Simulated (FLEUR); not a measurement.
# BiTe (R-3m) in FLEUR: a series of runs

The runs below take BiTe through band structure, equation of state, with r2SCAN.

All numbers are computed with FLEUR MaX-R8.1 (later development tree); they aren't measurements. Logs are shortened: lines on timing, memory, paths and dates and some standing lists are left out, and cuts for length are marked.

## 1. The crystal as given

It takes space group R-3m (No. 166, trigonal). The conventional cell has a = 4.845 Å, b = 4.845 Å, c = 9.952 Å, α = 90.00°, β = 90.00°, γ = 120.00°. Bi (site symmetry -3m) is surrounded by 6 Te at 3.25 Å. Around Te (site symmetry -3m) lie 6 Bi at 3.25 Å.

The cell comes from a database or a generator and needn't be the stable form of this composition.

## 2. Band structure, r2SCAN

File inp.xml:

```xml
<?xml version="1.0" encoding="UTF-8" standalone="no"?>
<fleurInput fleurInputVersion="0.39">
   <comment>
      BiTe                                                                                                
   </comment>
   <calculationSetup>
      <cutoffs Kmax="4.1" Gmax="12.7" GmaxXC="12.7" numbands="0"/>
      <scfLoop itmax="80" minDistance="0.0001" maxIterBroyd="30" imix="Anderson" alpha="0.05" precondParam="0.0" spinf="2.0" sdNocoIR="T"/>
      <coreElectrons ctail="F" frcor="F" kcrel="0" coretail_lmax="0"/>
      <xcFunctional name="LibXC" relativisticCorrections="F">
         <LibXCName exchange="mgga_x_r2scan" correlation="mgga_c_r2scan"/>
         <AuxGGA exchange="117" correlation="130"/>
      </xcFunctional>
      <magnetism jspins="1"/>
      <soc l_soc="F" theta="0.0" phi="0.0" spav="F"/>
      <expertModes spex="0" secvar="F"/>
      <geometryOptimization l_f="F" forcealpha="1.0" forcemix="BFGS" epsdisp="0.00001" epsforce="0.00001"/>
      <ldaU l_linMix="F" mixParam="0.05" spinf="1.0"/>
   </calculationSetup>
   <cell>
      <bzIntegration valenceElectrons="43.0" mode="hist" fermiSmearingEnergy="0.00183747">
         <kPointListSelection listName="default-1"/>
         <!-- k-points included here -->
         <xi:include xmlns:xi="http://www.w3.org/2001/XInclude" href="kpts.xml"> </xi:include>
      </bzIntegration>
[... 35 lines left out ...]
         </electronConfig>
         <energyParameters s="5" p="5" d="5" f="4"/>
         <lo type="SCLO" l="1" n="4" eDeriv="0"/>
         <lo type="SCLO" l="1" n="4" eDeriv="1"/>
         <lo type="SCLO" l="2" n="4" eDeriv="0"/>
         <lo type="SCLO" l="2" n="4" eDeriv="1"/>
         <lo type="SCLO" l="0" n="5" eDeriv="2"/>
         <lo type="SCLO" l="3" n="4" eDeriv="2"/>
      </species>
   </atomSpecies>
   <atomGroups>
      <atomGroup species="Bismuth (Bi)">
         <relPos label="                   1">1.000/2.000 1.000/2.000 1.000/2.000</relPos>
         <force calculate="T" relaxXYZ="TTT"/>
      </atomGroup>
      <atomGroup species="Tellurium (Te)">
         <relPos label="                   2">.0000000000 .0000000000 .0000000000</relPos>
         <force calculate="T" relaxXYZ="TTT"/>
      </atomGroup>
   </atomGroups>
   <output dos="F" band="F" slice="F">
      <checks vchk="F" cdinf="F"/>
      <bandDOS minEnergy="-.5*Htr" maxEnergy="0.5*Htr" sigma="0.015" storeEVData="T"/>
      <vacuumDOS vacdos="F" integ="F" star="F" nstars="0" locx1="0.0" locy1="0.0" locx2="0.0" locy2="0.0" nstm="0" tworkf="0.0"/>
      <unfoldingBand unfoldBand="F" supercellX="1" supercellY="1" supercellZ="1"/>
      <plotting iplot="0" polar="F">
         <plot TwoD="T" vec1="  1.0  0.0  0.0" vec2="  0.0  1.0  0.0" vec3="  0.0  0.0  1.0" zero="  0.0  0.0  0.0" file="plot"/>
      </plotting>
      <chargeDensitySlicing numkpt="0" minEigenval="0.0" maxEigenval="0.0" nnne="0" pallst="F"/>
      <specialOutput eonly="F"/>
      <moessbauerParams electricFieldGradient="T" isomerShift="T" coreHyperfine="T" valenceHyperfine="T"/>
      <magneticCircularDichroism mcd="F" energyLo="-10.0" energyUp="0.0"/>
   </output>
  <!-- We include the file relax.xml here to enable relaxations (see documentation) -->
  <xi:include xmlns:xi="http://www.w3.org/2001/XInclude" href="relax.xml"> <xi:fallback/> </xi:include>
</fleurInput>
```

File crystal.txt:

```
BiTe
&input cartesian=F /
2.4227077728  1.3987509848  3.3172919545
-2.4227077728  1.3987509848  3.3172919545
0.0000000000  -2.7975019696  3.3172919545
1.8897261246
1.0 1.0 1.0

2
83 0.5000000000  0.5000000000  0.5000000000
52 0.0000000000  0.0000000000  0.0000000000

&kpt div1=7 div2=7 div3=7 gamma=T /
```

File inp.xml (bands):

```
<?xml version="1.0" encoding="UTF-8" standalone="no"?>
<fleurInput fleurInputVersion="0.39">
   <comment>
      BiTe                                                                                                
   </comment>
   <calculationSetup>
      <cutoffs Kmax="4.1" Gmax="12.7" GmaxXC="12.7" numbands="0"/>
      <scfLoop itmax="80" minDistance="0.0001" maxIterBroyd="30" imix="Anderson" alpha="0.05" precondParam="0.0" spinf="2.0" sdNocoIR="T"/>
      <coreElectrons ctail="F" frcor="F" kcrel="0" coretail_lmax="0"/>
      <xcFunctional name="LibXC" relativisticCorrections="F">
         <LibXCName exchange="mgga_x_r2scan" correlation="mgga_c_r2scan"/>
         <AuxGGA exchange="117" correlation="130"/>
      </xcFunctional>
      <magnetism jspins="1"/>
      <soc l_soc="F" theta="0.0" phi="0.0" spav="F"/>
      <expertModes spex="0" secvar="F"/>
      <geometryOptimization l_f="F" forcealpha="1.0" forcemix="BFGS" epsdisp="0.00001" epsforce="0.00001"/>
      <ldaU l_linMix="F" mixParam="0.05" spinf="1.0"/>
   </calculationSetup>
   <cell>
      <bzIntegration valenceElectrons="43.0" mode="hist" fermiSmearingEnergy="0.00183747">
         <kPointListSelection listName="path-1"/>
         <!-- k-points included here -->
         <xi:include xmlns:xi="http://www.w3.org/2001/XInclude" href="kpts.xml"> </xi:include>
      </bzIntegration>
      <!-- symmetry operations included here -->
[... 34 lines left out ...]
         </electronConfig>
         <energyParameters s="5" p="5" d="5" f="4"/>
         <lo type="SCLO" l="1" n="4" eDeriv="0"/>
         <lo type="SCLO" l="1" n="4" eDeriv="1"/>
         <lo type="SCLO" l="2" n="4" eDeriv="0"/>
         <lo type="SCLO" l="2" n="4" eDeriv="1"/>
         <lo type="SCLO" l="0" n="5" eDeriv="2"/>
         <lo type="SCLO" l="3" n="4" eDeriv="2"/>
      </species>
   </atomSpecies>
   <atomGroups>
      <atomGroup species="Bismuth (Bi)">
         <relPos label="                   1">1.000/2.000 1.000/2.000 1.000/2.000</relPos>
         <force calculate="T" relaxXYZ="TTT"/>
      </atomGroup>
      <atomGroup species="Tellurium (Te)">
         <relPos label="                   2">.0000000000 .0000000000 .0000000000</relPos>
         <force calculate="T" relaxXYZ="TTT"/>
      </atomGroup>
   </atomGroups>
   <output dos="F" band="T" slice="F">
      <checks vchk="F" cdinf="F"/>
      <bandDOS minEnergy="-.5*Htr" maxEnergy="0.5*Htr" sigma="0.015" storeEVData="T"/>
      <vacuumDOS vacdos="F" integ="F" star="F" nstars="0" locx1="0.0" locy1="0.0" locx2="0.0" locy2="0.0" nstm="0" tworkf="0.0"/>
      <unfoldingBand unfoldBand="F" supercellX="1" supercellY="1" supercellZ="1"/>
      <plotting iplot="0" polar="F">
         <plot TwoD="T" vec1="  1.0  0.0  0.0" vec2="  0.0  1.0  0.0" vec3="  0.0  0.0  1.0" zero="  0.0  0.0  0.0" file="plot"/>
      </plotting>
      <chargeDensitySlicing numkpt="0" minEigenval="0.0" maxEigenval="0.0" nnne="0" pallst="F"/>
      <specialOutput eonly="F"/>
      <moessbauerParams electricFieldGradient="T" isomerShift="T" coreHyperfine="T" valenceHyperfine="T"/>
      <magneticCircularDichroism mcd="F" energyLo="-10.0" energyUp="0.0"/>
   </output>
  <!-- We include the file relax.xml here to enable relaxations (see documentation) -->
  <xi:include xmlns:xi="http://www.w3.org/2001/XInclude" href="relax.xml"> <xi:fallback/> </xi:include>
</fleurInput>
```

Potentials or basis: all-electron, FLAPW.

Launch:

```console
$ inpgen -f crystal.txt -profile fastHighL
$ # inp.xml edited to the form shown
$ fleur_MPI
$ fleur_MPI   # second run, on inp.xml (bands)
```

The log of the run:

```text
Welcome to FLEUR        (www.flapw.de)
      MaX-Release 8.1          (www.max-centre.eu)
 func_ids         498         497         498         497
 MetaGGA potential functional detected - V_tau will be computed
 Auxiliary Potential for radial basis: exchange=         117  correlation=         130
The functional 'Re-regularized SCAN exchange by Furness et al' is an exchange functional, it belongs to the 'MGGA' family and is defined in the reference(s):
[1] J. W. Furness, A. D. Kaplan, J. Ning, J. P. Perdew, and J. Sun.,  J. Phys. Chem. Lett. 11, 8208-8215 (2020)
[2] J. W. Furness, A. D. Kaplan, J. Ning, J. P. Perdew, and J. Sun.,  J. Phys. Chem. Lett. 11, 9248-9248 (2020)
The functional 'Re-regularized SCAN correlation by Furness et al' is a correlation functional, it belongs to the 'MGGA' family and is defined in the reference(s):
[1] J. W. Furness, A. D. Kaplan, J. Ning, J. P. Perdew, and J. Sun.,  J. Phys. Chem. Lett. 11, 8208-8215 (2020)
[2] J. W. Furness, A. D. Kaplan, J. Ning, J. P. Perdew, and J. Sun.,  J. Phys. Chem. Lett. 11, 9248-9248 (2020)
 Using same functional for VXC and EXC

 ========== k-point set info ==========
 Selected k-point list: default-1
 k-point list type: mesh
 7 x 7 x 7
 Number of k points: 44

 ------------Calculation Setup---------------------------
 Number of MPI-tasks      :            1
 Number of PE/node        :            1
 Number of OMP-threads    :            1
 Most efficient MPI parallelization for:
           1           2           4          11          22          44
 Additional eigenvalue parallelization possible
 Number of basis functions:          626
 Approximate size of matrices (H+S) per k-point:         0.006 GB
 --------------------------------------------------------
The functional 'Hammer, Hansen, and Norskov' is an exchange functional, it belongs to the 'GGA' family and is defined in the reference(s):
[... 6 lines left out ...]
 Reset of history
 Reset of history
 Iteration:     1   Distance:      40.74181488 me/bohr^3
The functional 'Hammer, Hansen, and Norskov' is an exchange functional, it belongs to the 'GGA' family and is defined in the reference(s):
[1] B. Hammer, L. B. Hansen, and J. K. Nørskov.,  Phys. Rev. B 59, 7413 (1999)
The functional 'Perdew, Burke & Ernzerhof' is a correlation functional, it belongs to the 'GGA' family and is defined in the reference(s):
[1] J. P. Perdew, K. Burke, and M. Ernzerhof.,  Phys. Rev. Lett. 77, 3865 (1996)
[2] J. P. Perdew, K. Burke, and M. Ernzerhof.,  Phys. Rev. Lett. 78, 1396 (1997)
 Using same functional for VXC and EXC
 Iteration:     2   Distance:      38.61728110 me/bohr^3
The functional 'Hammer, Hansen, and Norskov' is an exchange functional, it belongs to the 'GGA' family and is defined in the reference(s):
[1] B. Hammer, L. B. Hansen, and J. K. Nørskov.,  Phys. Rev. B 59, 7413 (1999)
The functional 'Perdew, Burke & Ernzerhof' is a correlation functional, it belongs to the 'GGA' family and is defined in the reference(s):
[1] J. P. Perdew, K. Burke, and M. Ernzerhof.,  Phys. Rev. Lett. 77, 3865 (1996)
[2] J. P. Perdew, K. Burke, and M. Ernzerhof.,  Phys. Rev. Lett. 78, 1396 (1997)
 Using same functional for VXC and EXC
 Iteration:     3   Distance:      36.67232892 me/bohr^3
The functional 'Hammer, Hansen, and Norskov' is an exchange functional, it belongs to the 'GGA' family and is defined in the reference(s):
[1] B. Hammer, L. B. Hansen, and J. K. Nørskov.,  Phys. Rev. B 59, 7413 (1999)
The functional 'Perdew, Burke & Ernzerhof' is a correlation functional, it belongs to the 'GGA' family and is defined in the reference(s):
[1] J. P. Perdew, K. Burke, and M. Ernzerhof.,  Phys. Rev. Lett. 77, 3865 (1996)
[2] J. P. Perdew, K. Burke, and M. Ernzerhof.,  Phys. Rev. Lett. 78, 1396 (1997)
 Using same functional for VXC and EXC
 Iteration:     4   Distance:       2.88235502 me/bohr^3
The functional 'Hammer, Hansen, and Norskov' is an exchange functional, it belongs to the 'GGA' family and is defined in the reference(s):
[1] B. Hammer, L. B. Hansen, and J. K. Nørskov.,  Phys. Rev. B 59, 7413 (1999)
The functional 'Perdew, Burke & Ernzerhof' is a correlation functional, it belongs to the 'GGA' family and is defined in the reference(s):
[1] J. P. Perdew, K. Burke, and M. Ernzerhof.,  Phys. Rev. Lett. 77, 3865 (1996)
[2] J. P. Perdew, K. Burke, and M. Ernzerhof.,  Phys. Rev. Lett. 78, 1396 (1997)
 Using same functional for VXC and EXC
 Iteration:     5   Distance:       0.58187704 me/bohr^3
The functional 'Hammer, Hansen, and Norskov' is an exchange functional, it belongs to the 'GGA' family and is defined in the reference(s):
[1] B. Hammer, L. B. Hansen, and J. K. Nørskov.,  Phys. Rev. B 59, 7413 (1999)
The functional 'Perdew, Burke & Ernzerhof' is a correlation functional, it belongs to the 'GGA' family and is defined in the reference(s):
[1] J. P. Perdew, K. Burke, and M. Ernzerhof.,  Phys. Rev. Lett. 77, 3865 (1996)
[2] J. P. Perdew, K. Burke, and M. Ernzerhof.,  Phys. Rev. Lett. 78, 1396 (1997)
 Using same functional for VXC and EXC
 Iteration:     6   Distance:       0.45071247 me/bohr^3
The functional 'Hammer, Hansen, and Norskov' is an exchange functional, it belongs to the 'GGA' family and is defined in the reference(s):
[1] B. Hammer, L. B. Hansen, and J. K. Nørskov.,  Phys. Rev. B 59, 7413 (1999)
The functional 'Perdew, Burke & Ernzerhof' is a correlation functional, it belongs to the 'GGA' family and is defined in the reference(s):
[1] J. P. Perdew, K. Burke, and M. Ernzerhof.,  Phys. Rev. Lett. 77, 3865 (1996)
[2] J. P. Perdew, K. Burke, and M. Ernzerhof.,  Phys. Rev. Lett. 78, 1396 (1997)
 Using same functional for VXC and EXC
[... 33 lines left out ...]
[2] J. P. Perdew, K. Burke, and M. Ernzerhof.,  Phys. Rev. Lett. 78, 1396 (1997)
 Using same functional for VXC and EXC
 Iteration:    12   Distance:       0.00507601 me/bohr^3
The functional 'Hammer, Hansen, and Norskov' is an exchange functional, it belongs to the 'GGA' family and is defined in the reference(s):
[1] B. Hammer, L. B. Hansen, and J. K. Nørskov.,  Phys. Rev. B 59, 7413 (1999)
The functional 'Perdew, Burke & Ernzerhof' is a correlation functional, it belongs to the 'GGA' family and is defined in the reference(s):
[1] J. P. Perdew, K. Burke, and M. Ernzerhof.,  Phys. Rev. Lett. 77, 3865 (1996)
[2] J. P. Perdew, K. Burke, and M. Ernzerhof.,  Phys. Rev. Lett. 78, 1396 (1997)
 Using same functional for VXC and EXC
 Iteration:    13   Distance:       0.00116860 me/bohr^3
The functional 'Hammer, Hansen, and Norskov' is an exchange functional, it belongs to the 'GGA' family and is defined in the reference(s):
[1] B. Hammer, L. B. Hansen, and J. K. Nørskov.,  Phys. Rev. B 59, 7413 (1999)
The functional 'Perdew, Burke & Ernzerhof' is a correlation functional, it belongs to the 'GGA' family and is defined in the reference(s):
[1] J. P. Perdew, K. Burke, and M. Ernzerhof.,  Phys. Rev. Lett. 77, 3865 (1996)
[2] J. P. Perdew, K. Burke, and M. Ernzerhof.,  Phys. Rev. Lett. 78, 1396 (1997)
 Using same functional for VXC and EXC
 Iteration:    14   Distance:       0.00023223 me/bohr^3
The functional 'Hammer, Hansen, and Norskov' is an exchange functional, it belongs to the 'GGA' family and is defined in the reference(s):
[1] B. Hammer, L. B. Hansen, and J. K. Nørskov.,  Phys. Rev. B 59, 7413 (1999)
The functional 'Perdew, Burke & Ernzerhof' is a correlation functional, it belongs to the 'GGA' family and is defined in the reference(s):
[1] J. P. Perdew, K. Burke, and M. Ernzerhof.,  Phys. Rev. Lett. 77, 3865 (1996)
[2] J. P. Perdew, K. Burke, and M. Ernzerhof.,  Phys. Rev. Lett. 78, 1396 (1997)
 Using same functional for VXC and EXC
 Iteration:    15   Distance:       0.00019162 me/bohr^3
The functional 'Hammer, Hansen, and Norskov' is an exchange functional, it belongs to the 'GGA' family and is defined in the reference(s):
[1] B. Hammer, L. B. Hansen, and J. K. Nørskov.,  Phys. Rev. B 59, 7413 (1999)
The functional 'Perdew, Burke & Ernzerhof' is a correlation functional, it belongs to the 'GGA' family and is defined in the reference(s):
[1] J. P. Perdew, K. Burke, and M. Ernzerhof.,  Phys. Rev. Lett. 77, 3865 (1996)
[2] J. P. Perdew, K. Burke, and M. Ernzerhof.,  Phys. Rev. Lett. 78, 1396 (1997)
 Using same functional for VXC and EXC
 Iteration:    16   Distance:       0.00002601 me/bohr^3

 ********************************************************************
 Run finished successfully
 Stop message:
   all done
 ********************************************************************
```

Wall time 84 s (1 thread of Intel Xeon 6975P-C (Granite Rapids), shared host); peak memory 0.12 GiB.

What came out:

| Property | Result |
| --- | --- |
| Free energy | -772143.2992 eV |
| Band gap along the path | none (metal or under the smearing width) |
| Valence electrons inside the program's atomic spheres | Bi 18.72; Te 20.07 (radii Bi 2.66, Te 2.66 bohr) |

Levels at the corners of the path, in eV from the Fermi level:
| point | band 19 | band 20 | band 21 | band 22 | band 23 | band 24 |
| --- | --- | --- | --- | --- | --- | --- |
| Γ | -3.19 | -3.19 | -1.86 | 1.87 | 2.63 | 2.63 |
| L | -2.06 | -1.98 | -1.14 | -0.92 | -0.67 | 0.32 |
| B1 | -5.16 | -5.16 | -1.93 | -0.63 | 3.36 | 3.75 |
| B | -5.16 | -5.16 | -1.93 | -0.63 | 3.36 | 3.75 |
| Z | -2.57 | -2.57 | -2.36 | -1.55 | -1.34 | -1.34 |
| Γ | -3.19 | -3.19 | -1.86 | 1.87 | 2.63 | 2.63 |
| X | -5.66 | -3.95 | -3.24 | 2.08 | 2.58 | 3.51 |
| Q | -5.66 | -3.95 | -3.24 | 2.08 | 2.58 | 3.51 |
| F | -5.92 | -4.78 | -3.58 | 2.69 | 3.17 | 3.78 |
| P1 | -5.37 | -4.03 | -3.51 | 1.01 | 1.33 | 3.61 |
| Z | -2.57 | -2.57 | -2.36 | -1.55 | -1.34 | -1.34 |
| L | -2.06 | -1.98 | -1.14 | -0.92 | -0.67 | 0.32 |
| P | -5.37 | -4.03 | -3.51 | 1.01 | 1.33 | 3.61 |

Core levels (eV from the Fermi level):
```
atom                                                                                                                                                                                                                                                     levels
1 Bi  1s1/2 -90523.5, 2s1/2 -16247.1, 2p1/2 -15606.3, 2p3/2 -13286.1, 3s1/2 -3918.8, 3p1/2 -3630.0, 3p3/2 -3110.5, 4s1/2 -896.9, 3d3/2 -2639.0, 3d5/2 -2528.9, 4p1/2 -771.5, 4p3/2 -643.5, 5s1/2 -153.6, 4d3/2 -439.8, 4d5/2 -416.0, 4f5/2 -151.8, 4f7/2 -146.3
2 Te                                                                                                            1s1/2 -31604.8, 2s1/2 -4841.5, 2p1/2 -4535.2, 2p3/2 -4260.7, 3s1/2 -960.1, 3p1/2 -834.2, 3p3/2 -783.1, 4s1/2 -159.8, 3d3/2 -561.4, 3d5/2 -550.7
```

Caveat: the meta-GGA is that of a development version, with a GGA for the radial functions and cores and without core tails; spin-orbit coupling is left out, which moves the levels of the heavy elements.

## 3. Equation of state, r2SCAN, 31.70 Å³/atom (volume scaled by 0.94)

Changes to inp.xml since step 2:

```diff
@@ -27,3 +27,3 @@
       <xi:include xmlns:xi="http://www.w3.org/2001/XInclude" href="sym.xml"> </xi:include>
-      <bulkLattice scale="1.0">
+      <bulkLattice scale="0.9795861087">
          <bravaisMatrix>
```

Potentials or basis: all-electron, FLAPW.

Launch:

```console
$ inpgen -f crystal.txt -profile fastHighL
$ # inp.xml edited to the form shown
$ fleur_MPI
```

Run time: 68 s. Hardware: 1 thread of Intel Xeon 6975P-C (Granite Rapids), shared host; peak memory 0.11 GiB.

It converged, with:

- Free energy: -772143.2713 eV
- Band gap on the k mesh: none (metal or under the smearing width)
- Valence electrons inside the program's atomic spheres: Bi 18.78; Te 20.11 (radii Bi 2.66, Te 2.66 bohr)

Caveat: the meta-GGA is that of a development version, with a GGA for the radial functions and cores and without core tails; spin-orbit coupling is left out, which moves the levels of the heavy elements.

## 4. Equation of state, r2SCAN, 32.38 Å³/atom (volume scaled by 0.96)

Changes to inp.xml since step 3:

```diff
@@ -27,3 +27,3 @@
       <xi:include xmlns:xi="http://www.w3.org/2001/XInclude" href="sym.xml"> </xi:include>
-      <bulkLattice scale="0.9795861087">
+      <bulkLattice scale="0.9864848297">
          <bravaisMatrix>
```

Launch:

```console
$ inpgen -f crystal.txt -profile fastHighL
$ # inp.xml edited to the form shown
$ fleur_MPI
```

Run time: 72 s. Hardware: 1 thread of Intel Xeon 6975P-C (Granite Rapids), shared host; peak memory 0.11 GiB.

The run converged. Its results:

```
Free energy                                           : -772143.2905 eV
Band gap on the k mesh                                : none (metal or under the smearing width)
Valence electrons inside the program's atomic spheres : Bi 18.76; Te 20.09 (radii Bi 2.66, Te 2.66 bohr)
```

Caveat: the meta-GGA is that of a development version, with a GGA for the radial functions and cores and without core tails; spin-orbit coupling is left out, which moves the levels of the heavy elements.

## 5. Equation of state, r2SCAN, 33.72 Å³/atom

Changes to inp.xml since step 4:

```diff
@@ -27,3 +27,3 @@
       <xi:include xmlns:xi="http://www.w3.org/2001/XInclude" href="sym.xml"> </xi:include>
-      <bulkLattice scale="0.9864848297">
+      <bulkLattice scale="1.0000000000">
          <bravaisMatrix>
```

Launch:

```console
$ inpgen -f crystal.txt -profile fastHighL
$ # inp.xml edited to the form shown
$ fleur_MPI
```

Wall time 80 s (1 thread of Intel Xeon 6975P-C (Granite Rapids), shared host); peak memory 0.11 GiB.

It converged, with:

- Free energy: -772143.2992 eV
- Band gap on the k mesh: none (metal or under the smearing width)
- Valence electrons inside the program's atomic spheres: Bi 18.72; Te 20.07 (radii Bi 2.66, Te 2.66 bohr)

Caveat: the meta-GGA is that of a development version, with a GGA for the radial functions and cores and without core tails; spin-orbit coupling is left out, which moves the levels of the heavy elements.

[end of part 1 of 2]
